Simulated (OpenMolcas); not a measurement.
**Pr³⁺ among point charges: CASSCF and CASPT2 levels and susceptibility**

Aim: the splitting of the states of Pr³⁺ in the field of 6 point charges, its lowest levels with spin-orbit coupling and its magnetic susceptibility.

Method: state-averaged CASSCF and CASPT2, spin-orbit coupling by RASSI with atomic mean-field integrals. Code: OpenMolcas 26.06.

## Step 1: Starting point

| Quantity | Value |
| --- | --- |
| Species | Pr³⁺ (praseodymium, Z = 59, 56 electrons) |
| Basis | ANO-RCC-VDZP [7s6p4d2f1g], 68 functions |
| Scalar Hamiltonian | DKH2, point nucleus |
| Inactive shells | 1s 2s 2p 3s 3p 3d 4s 4p 4d 5s 5p |
| Active space | 2 electrons in 7 orbitals (4f) |
| Some configurations of this space | 4f² |
| Orbitals | optimised for the highest spin of each parity, averaged over all roots |

Outer shells as boxes (Hund's rule):

4f2
```
4f [↑ ][↑ ][  ][  ][  ][  ][  ]
```

The ion sits among 6 point charges of -1 e arranged as a tetragonal octahedron (D4h), 2.33 Å from the ion, with the axial distance 2.213 Å.

The work runs as a chain of OpenMolcas steps in one folder; each step below is one input file. Labels, J, g values, rates, χT and fits are worked out afterwards by a script from the matrices that RASSI stores. The input lists half of the charges; inversion (Group=XYZ) makes the rest.

## Step 2: One- and two-electron integrals

a.inp reads:

```
&GATEWAY
Coord
1

Pr 0.0 0.0 0.0
Basis=ANO-RCC-VDZP
Group=XYZ
NoMove
AngMom=0.0 0.0 0.0
AMFI
XField
3 Angstrom 0
2.330000 0.000000 0.000000 -1.000000
0.000000 2.330000 0.000000 -1.000000
0.000000 0.000000 2.213500 -1.000000
&SEWARD
```

The run is started by

```console
$ OMP_NUM_THREADS=1 MOLCAS_MEM=2252 MOLCAS_PROJECT=a pymolcas a.inp > a.log
```

## Step 3: Reference wave functions, triplets of even parity, 21 roots

a.inp reads:

```
&RASSCF
FileOrb=start.orb
Symmetry=1
Spin=3
nActEl=2 0 0
Inactive=15 12
Ras2=0 7
CIRoot=21 21 1
SDav=21
CIMx=300
Iter=120 100
PrWF=0.3
OrbListing=Nothing
MaxOrb=0
>>> COPY $Project.JobIph JOB001
```

start.orb holds the contracted functions of the basis, ordered by shell, or the orbitals of the step before.

## Step 4: CASSCF: singlets of even parity, 28 roots

a.inp reads:

```
&RASSCF
FileOrb=start.orb
Symmetry=1
Spin=1
nActEl=2 0 0
Inactive=15 12
Ras2=0 7
CIRoot=28 28 1
SDav=28
CIMx=300
Iter=120 100
PrWF=0.3
OrbListing=Nothing
MaxOrb=0
CIOnly
>>> COPY $Project.JobIph JOB002
```

## Step 5: State interaction with spin-orbit coupling

a.inp reads:

```
&RASSI
NrOfJobIphs=2 21 27
1 2 3 4 5 6 7 8 9 10 11 12 13 14 15 16 17 18 19 20 21
1 2 3 4 5 6 7 8 9 10 11 12 13 14 15 16 17 18 19 20 21 22 23 24 25 26 27
IphNames
JOB001
JOB002
EJob
SpinOrbit
DIPRint=1.0
SOCoupling=1000.0
Subsets=2
Property=9
'ANGMOM' 1 'ANGMOM' 2 'ANGMOM' 3 'MLTPL  1' 1 'MLTPL  1' 2 'MLTPL  1' 3
'AMFI' 1 'AMFI' 2 'AMFI' 3
SOProperty=3
'ANGMOM' 1 'ANGMOM' 2 'ANGMOM' 3
```

## Step 6: CASPT2: IPEA 0.25, imaginary shift 0.1 (closed shells correlated: 5s 5p)

a.inp reads:

```
>>> COPY JOB001 $Project.JobIph
&CASPT2
Multistate=21 1 2 3 4 5 6 7 8 9 10 11 12 13 14 15 16 17 18 19 20 21
NoMult
Frozen=14 9
IPEA=0.25
Imaginary=0.1
MaxIter=60
WThr=0.0 0.3 0.05
PrWF=0.5
NoMix
>>> COPY JOB002 $Project.JobIph
&CASPT2
Multistate=27 1 2 3 4 5 6 7 8 9 10 11 12 13 14 15 16 17 18 19 20 21 22
23 24 25 26 27
NoMult
Frozen=14 9
IPEA=0.25
Imaginary=0.1
MaxIter=60
WThr=0.0 0.3 0.05
PrWF=0.5
NoMix
```

(Steps that only read results are left out.)

What does the calculation give? Wanted: spin-free ground state; first state of the same spin within the active space; lowest level; next level.

**Answer**, as computed:

| quantity | value |
| --- | --- |
| method | SS-CASPT2, IPEA 0.25, imaginary shift 0.1 (closed shells correlated: 5s 5p) |
| spin-free ground state | 3E, 2-fold in its orbital part |
| first state of the same spin within the active space | 3A2 at 269 cm⁻¹ |
| lowest level | 1-fold A1 |
| next level | 38.2 cm⁻¹ |
| χT at 300 K | 1.52 cm³ K/mol |
| effective moment at 300 K | 3.48 μB |

Cost by method:

| method | time of its own steps | time with the reference |
| --- | --- | --- |
| A. CASSCF | 8 s | 8 s |
| B. SS-CASPT2, IPEA 0.25, imaginary shift 0.1, +5s 5p | 9.8 s | 18 s |

Times are of one thread on a shared host.

The spin-free ground state (3E) comes to 100 % from free-ion H terms and keeps the highest spin of the shell. The singlets rest on orbitals optimised for another spin in at least one step, which raises them against the optimised states. Not all states of the active space went into the spin-orbit step. Point charges carry no covalency, so the field is a model and not that of real ligands.
